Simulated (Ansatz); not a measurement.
# AlF2HS (SMILES [F][Al]([F])[SH]): functionals against CCSD(T) at one geometry

One table from this session's results is given with a row withheld; the runs are named, their logs left out.

Program: Ansatz 0.2.0, Gaussian basis. Level of theory: single points in def2-TZVPP. These are calculated values, not measurements.

Cores are frozen in the correlated methods.

### The system as given

SMILES `[F][Al]([F])[SH]`, 5 atoms, charge 0, spin multiplicity 1.

Atoms are counted from 1 here; the program's logs count them from 0.

Bond lengths: F1–Al2 1.638 Å, Al2–F3 1.587 Å, Al2–S4 2.197 Å, S4–H5 1.474 Å. Angles: F1–Al2–F3 113.7°, F1–Al2–S4 124.2°, F3–Al2–S4 122.1°, Al2–S4–H5 91.0°.

Coordinates:

```mol
AlF2HS
  3D, bonds by distance, orders not assigned

  5  4  0  0  0  0  0  0  0  0999 V2000
    0.8095    0.0919    1.8190 F   0  0
    0.2308   -0.4203    0.3746 Al  0  0
    1.0304   -1.6491   -0.2325 F   0  0
   -1.4563    0.5118   -0.6800 S   0  0
   -0.5381    1.3891   -1.4278 H   0  0
  1  2  8  0
  2  3  8  0
  2  4  8  0
  4  5  8  0
M  END
```

The first run:

File run/in.yaml:

```yaml
crystal:
  periodic: [false, false, false]
  atoms:
    - {symbol: F, position_ang: [0.809500, 0.091900, 1.819000]}
    - {symbol: Al, position_ang: [0.230800, -0.420300, 0.374600]}
    - {symbol: F, position_ang: [1.030400, -1.649100, -0.232500]}
    - {symbol: S, position_ang: [-1.456300, 0.511800, -0.680000]}
    - {symbol: H, position_ang: [-0.538100, 1.389100, -1.427800]}
basis:
  gaussian: {orbitals: def2-TZVPP}
correlation: {method: ccsd_t}
output: {forces: true}
```

The command line of these runs was not kept.

Steps of the session up to this table: CCSD(T)/def2-TZVPP; PBE0-D4/def2-TZVPP; wB97M-V/def2-TZVPP; r2SCAN-D4/def2-TZVPP; PBE-D4/def2-TZVPP; wB97X-V/def2-TZVPP; CAM-B3LYP-D4/def2-TZVPP.

One table of the session follows, with a row left open; its other results are not shown here.

```
      method  RMS force component (eV/Å)  angle to CCSD(T) forces (°)  dipole (D)
     CCSD(T)                       1.103                    reference        1.21
     PBE0-D4                       1.087                          3.0        1.31
     wB97M-V                       1.127                          2.9        1.25
   r2SCAN-D4                           ?                            ?           ?
      PBE-D4                       1.118                         11.7        1.27
     wB97X-V                       1.160                          3.7        1.21
CAM-B3LYP-D4                       1.102                          5.0        1.28
```

Estimate the missing values for r2SCAN-D4.

The run gave: RMS force component (eV/Å): 1.085; angle to CCSD(T) forces (°): 2.1; dipole (D): 1.23. In the column «RMS force component (eV/Å)» it is the lowest.
